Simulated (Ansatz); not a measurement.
# Rh (fcc type): how the settings move a relaxation

Aim: see which settings change the result for Rh (fcc type), by how much, and at what cost.

Computed with Ansatz 0.2.0 (reference: DFT, PBEsol, PAW with Ansatz's default frozen-core files, scalar-relativistic, unless a step's input says otherwise).

## Step 1: The system as given

The structure is cubic, space group Fm-3m (No. 225). The conventional cell has a = 3.780 Å, b = 3.780 Å, c = 3.780 Å, α = 90.00°, β = 90.00°, γ = 90.00°. Rh (site symmetry m-3m) is surrounded by 12 Rh at 2.67 Å.

Structure file:

```xyz
1
Lattice="0.0000 1.8901 1.8901 1.8901 0.0000 1.8901 1.8901 1.8901 0.0000" Properties=species:S:1:pos:R:3 pbc="T T T"
Rh    0.0000    0.0000    0.0000
```

## Step 2: Baseline

The input, input.yaml:

```yaml
crystal:
  lattice:
    - [0.0, 1.8901148648, 1.8901148648]
    - [1.8901148648, 0.0, 1.8901148648]
    - [1.8901148648, 1.8901148648, 0.0]
  atoms:
    - { symbol: Rh, position: [0.0, 0.0, 0.0] }
kpoints:
  mp_grid: { grid: [20, 20, 20] }
scf:
  occupations: { method: fermi_dirac, width: 0.08 }
hamiltonian:
  xc: pbesol
  pseudopotentials: { kind: paw }
output:
  forces: true
  stress: true
relax:
  f_tol: 0.005
  max_steps: 40
  cell: {}
```

Started as:

```
> ansatz run input.yaml --threads 3 --pin off --max-ram 8192MiB --backend cpu --events-out ev --progress --plain --runs-dir out
```

## Step 3: Variant: f_tol 0.1, max_displacement 0.05

input.yaml: that of step 2 with these lines changed.

```diff
@@ -18,4 +18,5 @@
 relax:
-  f_tol: 0.005
+  f_tol: 0.1
   max_steps: 40
   cell: {}
+  max_displacement: 0.05
```

Q: Predict the outcome of this session. Wanted: for each run, ending; energy change; pressure; gap; force.

The runs gave:

| run | ending | energy change | pressure (GPa) | gap (eV) | force (eV/Å) | cycles | time |
| --- | --- | --- | --- | --- | --- | --- | --- |
| reference | converged | 0 | 0.0 | 0.00 | 0.00 | 15 | 3.2 s |
| 1: f_tol 0.1, max_displacement 0.05 | converged | 0.0 meV/atom | 0.0 | 0.00 | 0.00 | 15 | 2 s |

Energy and cycle count are those of the reference, so the change (convergence setting and walk settings) left the result and the number of cycles as they were.
